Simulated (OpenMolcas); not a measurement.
# Ru⁴⁺ among point charges: CASSCF and CASPT2 levels and susceptibility, part 2 of 2

Aim: the splitting of the states of Ru⁴⁺ in the field of 8 point charges, its lowest levels with spin-orbit coupling and its magnetic susceptibility.

OpenMolcas 26.06; ANO-RCC-VDZP, DKH2, active space 4 electrons in 5 orbitals (4d), orbitals: per spin and parity. Surroundings: 8 point charges of -1.2 e arranged as a cube (Oh), 2.27 Å from the ion. The steps go on from the part before.

## (7) CASPT2: IPEA 0.25, imaginary shift 0.1 (closed shells correlated: 4s 4p)

a.inp reads:

```
>>> COPY JOB001 $Project.JobIph
&CASPT2
Multistate=5 1 2 3 4 5
NoMult
Frozen=8 6
IPEA=0.25
Imaginary=0.1
MaxIter=60
WThr=0.0 0.3 0.05
PrWF=0.5
NoMix
>>> COPY JOB002 $Project.JobIph
&CASPT2
Multistate=45 1 2 3 4 5 6 7 8 9 10 11 12 13 14 15 16 17 18 19 20 21 22
23 24 25 26 27 28 29 30 31 32 33 34 35 36 37 38 39 40 41 42 43 44 45
NoMult
Frozen=8 6
IPEA=0.25
Imaginary=0.1
MaxIter=60
WThr=0.0 0.3 0.05
PrWF=0.5
NoMix
>>> COPY JOB003 $Project.JobIph
&CASPT2
Multistate=50 1 2 3 4 5 6 7 8 9 10 11 12 13 14 15 16 17 18 19 20 21 22
23 24 25 26 27 28 29 30 31 32 33 34 35 36 37 38 39 40 41 42 43 44 45 46
47 48 49 50
NoMult
Frozen=8 6
IPEA=0.25
Imaginary=0.1
MaxIter=60
WThr=0.0 0.3 0.05
PrWF=0.5
NoMix
```

Standard output:

```text
Orbital specifications:
      -----------------------

      Symmetry species                           1   2
                                                ag  au
      Frozen orbitals                            8   6
      Inactive orbitals                          1   3
      Active orbitals                            5   0
      Secondary orbitals                         7  13
      Deleted orbitals                           0   0
      Number of basis functions                 21  22
Type of calculation                        SS-CASPT2
      Fock operator                              state-specific
      IPEA shift                                 0.25
      Real shift                                 0.00
      Imaginary shift                            0.10
      The input orbitals will be transformed to quasi-canonical
Reference energy:       -4532.8786198449
      E2 (Non-variational):      -0.2190068467
      Shift correction:          -0.0000974380
      E2 (Variational):          -0.2191042847
      Total energy:           -4533.0977241295
      Residual norm:              0.0000000829
      Reference weight:           0.95709
      Contributions to the CASPT2 correlation energy
      Active & Virtual Only:         -0.0304495666
      One Inactive Excited:          -0.1087849017
      Two Inactive Excited:          -0.0797723783
Reference energy:       -4532.8786198449
      E2 (Non-variational):      -0.2190111835
      Shift correction:          -0.0000974452
      E2 (Variational):          -0.2191086287
      Total energy:           -4533.0977284735
      Residual norm:              0.0000000829
      Reference weight:           0.95709
      Contributions to the CASPT2 correlation energy
      Active & Virtual Only:         -0.0304495694
      One Inactive Excited:          -0.1087892356
      Two Inactive Excited:          -0.0797723785
::    CASPT2 Root  1     Total energy:  -4533.09772413
::    CASPT2 Root  2     Total energy:  -4533.09772847
::    CASPT2 Root  3     Total energy:  -4533.09773343
::    CASPT2 Root  4     Total energy:  -4533.08684158
::    CASPT2 Root  5     Total energy:  -4533.08689067
Orbital specifications:
      -----------------------

      Symmetry species                           1   2
                                                ag  au
      Frozen orbitals                            8   6
      Inactive orbitals                          1   3
      Active orbitals                            5   0
      Secondary orbitals                         7  13
      Deleted orbitals                           0   0
      Number of basis functions                 21  22
Type of calculation                        SS-CASPT2
      Fock operator                              state-specific
      IPEA shift                                 0.25
      Real shift                                 0.00
      Imaginary shift                            0.10
      The input orbitals will be transformed to quasi-canonical
Reference energy:       -4532.7955196136
      E2 (Non-variational):      -0.2214411173
      Shift correction:          -0.0001010750
      E2 (Variational):          -0.2215421923
      Total energy:           -4533.0170618059
      Residual norm:              0.0000000294
      Reference weight:           0.95654
      Contributions to the CASPT2 correlation energy
      Active & Virtual Only:         -0.0296600313
      One Inactive Excited:          -0.1133499687
      Two Inactive Excited:          -0.0784311172
Reference energy:       -4532.7955196136
      E2 (Non-variational):      -0.2221494556
      Shift correction:          -0.0001028343
      E2 (Variational):          -0.2222522899
      Total energy:           -4533.0177719036
      Residual norm:              0.0000000296
      Reference weight:           0.95620
      Contributions to the CASPT2 correlation energy
      Active & Virtual Only:         -0.0299255082
      One Inactive Excited:          -0.1136964468
      Two Inactive Excited:          -0.0785275006
::    CASPT2 Root  1     Total energy:  -4533.01706181
::    CASPT2 Root  2     Total energy:  -4533.01777190
::    CASPT2 Root  3     Total energy:  -4533.01777960
::    CASPT2 Root  4     Total energy:  -4533.01357198
::    CASPT2 Root  5     Total energy:  -4533.01414859
::    CASPT2 Root  6     Total energy:  -4533.01363675
::    CASPT2 Root  7     Total energy:  -4533.01096401
::    CASPT2 Root  8     Total energy:  -4533.01091698
::    CASPT2 Root  9     Total energy:  -4533.00999007
::    CASPT2 Root 10     Total energy:  -4533.00543741
::    CASPT2 Root 11     Total energy:  -4533.00543041
::    CASPT2 Root 12     Total energy:  -4533.00550462
::    CASPT2 Root 13     Total energy:  -4533.00588035
::    CASPT2 Root 14     Total energy:  -4533.00582677
::    CASPT2 Root 15     Total energy:  -4533.00345434
::    CASPT2 Root 16     Total energy:  -4533.00346008
::    CASPT2 Root 17     Total energy:  -4533.00346789
::    CASPT2 Root 18     Total energy:  -4532.99738095
::    CASPT2 Root 19     Total energy:  -4532.99673371
::    CASPT2 Root 20     Total energy:  -4532.99673336
::    CASPT2 Root 21     Total energy:  -4532.99747344
::    CASPT2 Root 22     Total energy:  -4532.99664401
::    CASPT2 Root 23     Total energy:  -4532.99659434
::    CASPT2 Root 24     Total energy:  -4532.99665993
::    CASPT2 Root 25     Total energy:  -4532.99179816
::    CASPT2 Root 26     Total energy:  -4532.99160703
::    CASPT2 Root 27     Total energy:  -4532.98625846
::    CASPT2 Root 28     Total energy:  -4532.98307546
::    CASPT2 Root 29     Total energy:  -4532.98304392
::    CASPT2 Root 30     Total energy:  -4532.98306689
Orbital specifications:
      -----------------------

      Symmetry species                           1   2
                                                ag  au
      Frozen orbitals                            8   6
      Inactive orbitals                          1   3
      Active orbitals                            5   0
      Secondary orbitals                         7  13
      Deleted orbitals                           0   0
      Number of basis functions                 21  22
Type of calculation                        SS-CASPT2
      Fock operator                              state-specific
      IPEA shift                                 0.25
      Real shift                                 0.00
      Imaginary shift                            0.10
      The input orbitals will be transformed to quasi-canonical
Reference energy:       -4532.7606362782
      E2 (Non-variational):      -0.2216059421
      Shift correction:          -0.0000954058
      E2 (Variational):          -0.2217013479
      Total energy:           -4532.9823376261
      Residual norm:              0.0000003525
      Reference weight:           0.95741
      Contributions to the CASPT2 correlation energy
      Active & Virtual Only:         -0.0290294180
      One Inactive Excited:          -0.1143014775
      Two Inactive Excited:          -0.0782750466
Reference energy:       -4532.7537299108
      E2 (Non-variational):      -0.2244379688
      Shift correction:          -0.0001017531
      E2 (Variational):          -0.2245397219
      Total energy:           -4532.9782696327
      Residual norm:              0.0000007925
      Reference weight:           0.95586
      Contributions to the CASPT2 correlation energy
      Active & Virtual Only:         -0.0281811065
      One Inactive Excited:          -0.1196499371
      Two Inactive Excited:          -0.0766069252
::    CASPT2 Root  1     Total energy:  -4532.98233763
::    CASPT2 Root  2     Total energy:  -4532.97826963
::    CASPT2 Root  3     Total energy:  -4532.97685980
::    CASPT2 Root  4     Total energy:  -4532.97830195
::    CASPT2 Root  5     Total energy:  -4532.97166101
::    CASPT2 Root  6     Total energy:  -4532.97191390
::    CASPT2 Root  7     Total energy:  -4532.97166428
::    CASPT2 Root  8     Total energy:  -4532.96858933
::    CASPT2 Root  9     Total energy:  -4532.96863237
::    CASPT2 Root 10     Total energy:  -4532.96315938
::    CASPT2 Root 11     Total energy:  -4532.96886487
::    CASPT2 Root 12     Total energy:  -4532.96306658
::    CASPT2 Root 13     Total energy:  -4532.96280508
::    CASPT2 Root 14     Total energy:  -4532.96304470
::    CASPT2 Root 15     Total energy:  -4532.96625583
::    CASPT2 Root 16     Total energy:  -4532.96606938
::    CASPT2 Root 17     Total energy:  -4532.96606200
::    CASPT2 Root 18     Total energy:  -4532.95897258
::    CASPT2 Root 19     Total energy:  -4532.95873709
::    CASPT2 Root 20     Total energy:  -4532.95641604
::    CASPT2 Root 21     Total energy:  -4532.95618780
::    CASPT2 Root 22     Total energy:  -4532.95616171
::    CASPT2 Root 23     Total energy:  -4532.95205155
::    CASPT2 Root 24     Total energy:  -4532.94244089
::    CASPT2 Root 25     Total energy:  -4532.94225435
::    CASPT2 Root 26     Total energy:  -4532.94265364
::    CASPT2 Root 27     Total energy:  -4532.92877298
::    CASPT2 Root 28     Total energy:  -4532.92875069
::    CASPT2 Root 29     Total energy:  -4532.91959468
::    CASPT2 Root 30     Total energy:  -4532.91657658
```

This run: 5.3 s of run time, 1 thread of Intel Xeon Platinum 8559C (Emerald Rapids), shared host.

SS-CASPT2: lowest energy less the reference's lowest, -0.2191 hartree; reference weights 0.943 to 0.957.

States without spin-orbit coupling:

```
state  degeneracy  E (cm-1)  free-ion L (%)
  5T2           3         0         D (100)
   5E           2      2384         D (100)
  3T1           3     17600          H (79)
  3T2           3     18423          H (90)
  3T1           3     19117          H (72)
  3T1           3     20190          P (68)
   3E           2     20256          H (97)
  3T2           3     20689          G (50)
  3A2           1     22003         F (100)
  3T1           3     22119          F (50)
  3T2           3     22188          F (49)
   3E           2     23270          G (96)
  3A1           1     24465         G (100)
  3T1           3     25166          G (68)
  1A1           1     25325          I (58)
  1T1           3     26319          I (75)
  3T2           3     27224          D (98)
  1T2           3     27650          I (97)
  1A1           1     28282          G (51)
   1E           2     28338          G (50)
   3E           2     28779          D (99)
  1T1           3     28883          G (75)
  1A2           1     29535          I (99)
  1T2           3     29576          I (89)
```

With spin-orbit coupling:

| E (cm-1) | Degeneracy | Label | 2S+1 |
| --- | --- | --- | --- |
| 0 | 1 | A1 | 5 |
| 450 | 3 | T1 | 5 |
| 970 | 3 | T2 | 5 |
| 1540 | 2 | E | 5 |
| 1950 | 3 | T1 | 5 |
| 2540 | 3 | T2 | 5 |
| 4160 | 1 | A2 | 5 |
| 4410 | 3 | T2 | 5 |
| 4580 | 2 | E | 5 |
| 4660 | 3 | T1 | 5 |
| 4740 | 1 | A1 | 5 |
| 16840 | 1 | A1 | 3 |
| 18510 | 3 | T1 | 3 |
| 18520 | 2 | E | 3 |
| 19200 | 3 | T2 | 3 |
| 19350 | 3 | T1 | 3 |
| 19500 | 1 | A1 | 3 |
| 19750 | 3 | T2 | 3 |
| 19990 | 1 | A2 | 3 |
| 20240 | 3 | T1 | 3 |
| 20300 | 2 | E | 3 |
| 20500 | 2 | E | 3 |
| 20610 | 3 | T2 | 3 |
| 21040 | 3 | T1 | 3 |

Powder χT (cm³ K/mol): 0.01 at 2 K, 0.01 at 5 K, 0.03 at 10 K, 0.06 at 20 K, 0.14 at 50 K, 0.29 at 100 K, 0.44 at 150 K, 0.58 at 200 K, 0.70 at 250 K, 0.81 at 300 K.

## (8) The methods side by side

A. CASSCF
B. SS-CASPT2, IPEA 0.25, imaginary shift 0.1 (closed shells correlated: 4s 4p)

```
method  ground state  first state of that spin (cm-1)  first gap with spin-orbit (cm-1)  χT at 300 K
     A           5T2                          5E 2289                             430.0         0.82
     B           5T2                          5E 2384                             446.8         0.81
```

## (9) What came out

What follows sums up all 2 parts.

| quantity | value |
| --- | --- |
| method | SS-CASPT2, IPEA 0.25, imaginary shift 0.1 (closed shells correlated: 4s 4p) |
| spin-free ground state | 5T2, 3-fold in its orbital part |
| first state of the same spin within the active space | 5E at 2380 cm⁻¹ |
| lowest level | 1-fold A1 |
| next level | 446.8 cm⁻¹ |
| χT at 300 K | 0.81 cm³ K/mol |
| effective moment at 300 K | 2.54 μB |

Cost by method:

```
                                              method  time of its own steps  time with the reference
                                           A. CASSCF                   25 s                     25 s
B. SS-CASPT2, IPEA 0.25, imaginary shift 0.1, +4s 4p                  5.3 s                     30 s
```

Times are of one thread on a shared host.

The spin-free ground state (5T2) comes to 100 % from free-ion D terms and keeps the highest spin of the shell. χT at 300 K is 0.81, against 3.01 cm³ K/mol for the spin alone, so spin-orbit coupling lowers it. An active space of the d shell alone favours high spin; real ions in strong fields can be low spin. CASPT2 does not keep the components of a term degenerate, and the means are used. The field of point charges can differ much from that of real complexes. With metal d orbitals alone active, the gaps between spin states are rough; where two lie within a few thousand cm-1, their order is open. Point charges carry no covalency, so the field is a model and not that of real ligands.
